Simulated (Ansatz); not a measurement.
# Bi2Te: the cost of one run

Computed with Ansatz 0.2.0 (DFT PBE, scalar-relativistic, plane waves, PAW, unless a step's input says otherwise).

2 further runs of the same task are left out: 2 that didn't finish.

### Step 1. Starting point

It takes space group I-42d (No. 122, tetragonal). The conventional cell has a = 8.016 Å, b = 8.016 Å, c = 6.349 Å, α = 90.00°, β = 90.00°, γ = 90.00°. Bi (site symmetry 2) has 2 Te at 3.17 Å and 4 Bi at 3.36 Å as nearest neighbours. Te (site symmetry -4) has 4 Bi at 3.17 Å as nearest neighbours.

As a file:

```
CELL_PARAMETERS angstrom
-4.00791 4.00791 3.17432
4.00791 -4.00791 3.17432
4.00791 4.00791 -3.17432
ATOMIC_POSITIONS crystal
Bi 0.37500 0.70247 0.82747
Bi 0.87500 0.54753 0.17253
Bi 0.29753 0.12500 0.67253
Bi 0.45247 0.62500 0.32747
Te 0.00000 0.00000 0.00000
Te 0.75000 0.25000 0.50000
```

The structure comes from the Materials Project (structure only).

(A quick probe on a coarse mesh, which set the mesh and smearing, is not shown.)

### Step 3. Relaxing cell and atoms

The input, input.yaml:

```yaml
crystal:
  lattice:
    - [-4.007907, 4.007907, 3.174321]
    - [4.007907, -4.007907, 3.174321]
    - [4.007907, 4.007907, -3.174321]
  atoms:
    - { symbol: Bi, position: [0.375, 0.702466, 0.827466] }
    - { symbol: Bi, position: [0.875, 0.547534, 0.172534] }
    - { symbol: Bi, position: [0.297534, 0.125, 0.672534] }
    - { symbol: Bi, position: [0.452466, 0.625, 0.327466] }
    - { symbol: Te, position: [0.0, 0.0, 0.0] }
    - { symbol: Te, position: [0.75, 0.25, 0.5] }
basis:
  ecutwfc: 420
kpoints:
  mp_grid: { grid: [8, 8, 8] }
hamiltonian:
  xc: pbe
scf:
  occupations: { method: gaussian, width: 0.1 }
output:
  forces: true
  stress: true
  eigenvalues: true
relax:
  adjacent_minimum: "off"
  f_tol: 0.005
  max_steps: 80
  cell: { stress_tol: 0.05 }
```

On the command line:

```bash
$ ansatz run input.yaml --threads 1 --pin off --max-ram 2560MiB --backend cpu --events-out ev --progress --plain --runs-dir out
```

**Question.** How long does this run take on 1 thread of Intel Xeon Platinum 8259CL at 2.50GHz (Skylake/Cascade Lake), shared host, and how much memory does it need?

About 7.5 min, with a peak of 0.86 GiB.
